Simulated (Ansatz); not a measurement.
Consider the interaction energy of a dimer with the counterpoise correction of F2H2Si, SMILES F[SiH2]F (the Python package of Ansatz (0.2.0)).

The script, `dimer_f2h2si.py`:
```python
'''Binding of a F2H2Si dimer at a trial geometry.'''

import ansatz as az

BASIS_SET = 'def2-SVP'
XC = 'hf'

FIRST = [
    ('F', (-1.0598, 0.5322, 1.016)),
    ('Si', (-0.0244, 0.0052, -0.0274)),
    ('F', (1.2134, -0.5306, 0.7796)),
    ('H', (-0.5417, -1.0961, -0.81)),
    ('H', (0.4123, 1.0892, -0.958)),
]
SECOND = [
    ('F', (1.3521, -2.2498, 4.1003)),
    ('Si', (0.5864, -0.9217, 3.8034)),
    ('F', (-0.5781, -0.8147, 4.8536)),
    ('H', (1.4248, 0.2462, 3.9649)),
    ('H', (0.0198, -0.9159, 2.4211)),
]

def energy(atoms, ghosts=()):
    molecule = az.Crystal.molecule()
    for symbol, xyz in atoms:
        molecule = molecule.atom(symbol, xyz)
    calc = (
        molecule.calculation()
        .basis(gaussian=BASIS_SET)
        .functional(XC)
    )
    deck = calc.input()
    if ghosts:
        deck = deck.set(az.key.basis.gaussian.ghost_atoms, [{'symbol': s, 'position_ang': list(xyz)} for s, xyz in ghosts])
    return az.Session.from_dict(deck).plan().execute().report['free_energy_ev']


def main() -> None:
    # ghost atoms carry the functions of the partner
    both = energy(FIRST + SECOND)
    alone = energy(FIRST) + energy(SECOND)
    ghosted = energy(FIRST, SECOND) + energy(SECOND, FIRST)
    print(f'dimer {both:.6f} eV')
    print(f'interaction, uncorrected   {23.060548 * (both - alone):8.3f} kcal/mol')
    print(f'interaction, counterpoise  {23.060548 * (both - ghosted):8.3f} kcal/mol')
    print(f'basis-set superposition    {23.060548 * (alone - ghosted):8.3f} kcal/mol')


if __name__ == '__main__':
    main()
```

How large is the interaction at this pose, and how much of it is basis-set superposition?

Uncorrected it is 6.586 kcal/mol, with the counterpoise correction 8.174 kcal/mol; the difference, 1.59 kcal/mol, is the superposition error. In this basis both values are repulsive.

The run itself:

```console
$ python dimer_f2h2si.py
dimer -26603.476849 eV
interaction, uncorrected      6.586 kcal/mol
interaction, counterpoise     8.174 kcal/mol
basis-set superposition       1.588 kcal/mol
```

Notes:
- Total energies depend on the basis set; only differences at equal settings carry meaning.
- The dimer is a generated trial pose of unrelaxed monomers, not a minimum, so the figure is no binding energy, and the basis set is small.
- Hartree-Fock leaves correlation out, so bond, atomisation and ionisation energies come out well too low.
- This level lacks the dispersion part of the attraction (electrostatics and induction are there), which can decide the sign where the interaction is weak.
- Run time: 2.6 s on 1 thread of Intel(R) Xeon(R) 6975P-C (Granite Rapids), on a shared host, peak memory 0.27 GiB.

(Lines on the test bed's own set-up are left out of the output.)
